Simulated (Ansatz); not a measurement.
# C2H8OSi2: one species, many methods

One table from this session's results is given with a row withheld; the runs are named, their logs left out.

Method: functionals in def2-TZVPP, the program's frozen cores in correlated methods; program: Ansatz 0.2.0, Gaussian basis.

The runs, in order: LDA (SPW92), PBE-D4, revPBE-D4, BLYP-D4, r2SCAN-D4, B97M-V, PBE0-D4, B3LYP-D4, r2SCANh-D4, r2SCAN0-D4, HSE06-D4, BHLYP-D4, CAM-B3LYP-D4, LC-ωPBE, ωB97X-V, ωB97M-V, B2PLYP, PBE-QIDH; CCSD(T)/def2-SVP; CCSD(T)/def2-TZVPP; MP2/def2-QZVPP; extrapolation to the limit; RPA on PBE.

## The relaxed structure

An earlier PBE0-D4 in a triple-zeta def2 set relaxation fixed the geometry.

SMILES `OC1C[SiH2][SiH2]1`, 13 atoms, charge 0, spin multiplicity 1.

Atoms are counted from 1 here; the program's logs count them from 0.

Bond lengths: O1–C2 1.414 Å, O1–H6 0.960 Å, C2–C3 1.536 Å, C2–Si5 1.934 Å, C2–H7 1.103 Å, C3–Si4 1.905 Å, C3–H8 1.092 Å, C3–H9 1.096 Å, Si4–Si5 2.324 Å, Si4–H10 1.486 Å, Si4–H11 1.488 Å, Si5–H12 1.489 Å, Si5–H13 1.489 Å. Angles: C2–O1–H6 108.8°, O1–C2–C3 110.6°, O1–C2–Si5 122.0°, O1–C2–H7 110.4°, C3–C2–Si5 98.0°, C3–C2–H7 107.7°, Si5–C2–H7 106.7°, C2–C3–Si4 98.7°, C2–C3–H8 114.1°, C2–C3–H9 108.5°, Si4–C3–H8 119.7°, Si4–C3–H9 107.2°, H8–C3–H9 107.9°, C3–Si4–Si5 76.3°, C3–Si4–H10 116.3°, C3–Si4–H11 113.2°, Si5–Si4–H10 123.1°, Si5–Si4–H11 115.3° and more.

Set-up of the first run:

File in.yaml:

```yaml
crystal:
  periodic: [false, false, false]
  atoms:
    - {symbol: O, position_ang: [-1.322512, 0.991580, -1.490570]}
    - {symbol: C, position_ang: [-0.769143, 0.478295, -0.295017]}
    - {symbol: C, position_ang: [-0.444259, -1.015159, -0.446593]}
    - {symbol: Si, position_ang: [0.822139, -1.181022, 0.966251]}
    - {symbol: Si, position_ang: [0.948497, 1.062524, 0.374071]}
    - {symbol: H, position_ang: [-1.498471, 1.928437, -1.373758]}
    - {symbol: H, position_ang: [-1.485703, 0.582326, 0.536953]}
    - {symbol: H, position_ang: [-1.323317, -1.662526, -0.464364]}
    - {symbol: H, position_ang: [0.099795, -1.159071, -1.387446]}
    - {symbol: H, position_ang: [1.932495, -2.142516, 0.744041]}
    - {symbol: H, position_ang: [0.193796, -1.455199, 2.286894]}
    - {symbol: H, position_ang: [1.897481, 1.316476, -0.745361]}
    - {symbol: H, position_ang: [0.969802, 2.221058, 1.309799]}
basis:
  gaussian: {orbitals: def2-TZVPP}
hamiltonian: {xc: lda}
output: {orbitals: {seedname: orbitals}}
```

Steps of the session up to this table: LDA; PBE-D4 (GGA); revPBE-D4 (GGA); BLYP-D4 (GGA); r2SCAN-D4 (meta-GGA); B97M-V (meta-GGA); PBE0-D4 (hybrid); B3LYP-D4 (hybrid); r2SCANh-D4 (hybrid); r2SCAN0-D4 (hybrid); HSE06-D4 (hybrid); BHLYP-D4 (hybrid); CAM-B3LYP-D4 (range-separated); LC-ωPBE (range-separated); ωB97X-V (range-separated); ωB97M-V (range-separated); B2PLYP (double hybrid); PBE-QIDH (double hybrid).

One table of the session follows, with a row left open; its other results are not shown here.

It belongs to the step «Frontier levels by functional». 

| functional | HOMO (eV) | gap (eV) |
| --- | --- | --- |
| LDA (SPW92) | -5.79 | 4.61 |
| PBE-D4 | -5.66 | 4.71 |
| revPBE-D4 | -5.60 | 4.75 |
| BLYP-D4 | -5.55 | 4.71 |
| r2SCAN-D4 | -5.92 | 5.34 |
| B97M-V | -6.06 | 5.24 |
| PBE0-D4 | -6.98 | 6.84 |
| B3LYP-D4 | ? | ? |
| r2SCANh-D4 | -6.42 | 6.11 |
| r2SCAN0-D4 | -7.15 | 7.24 |
| HSE06-D4 | -6.58 | 6.08 |
| BHLYP-D4 | -8.16 | 8.82 |
| CAM-B3LYP-D4 | -8.31 | 9.10 |
| LC-ωPBE | -9.60 | 11.52 |
| ωB97X-V | -9.28 | 11.08 |
| ωB97M-V | -9.15 | 10.57 |

Estimate the missing values for B3LYP-D4.

Worked estimate for «HOMO (eV)». Against the share of exact exchange, BLYP-D4 (0, -5.55), BHLYP-D4 (0.5, -8.16) give a slope of -5.22 per unit share; at 0.2 the line stands at -6.59.

**Answer.** HOMO (eV): -6.77; gap (eV): 6.41. In «HOMO (eV)» the line misses by +0.18.
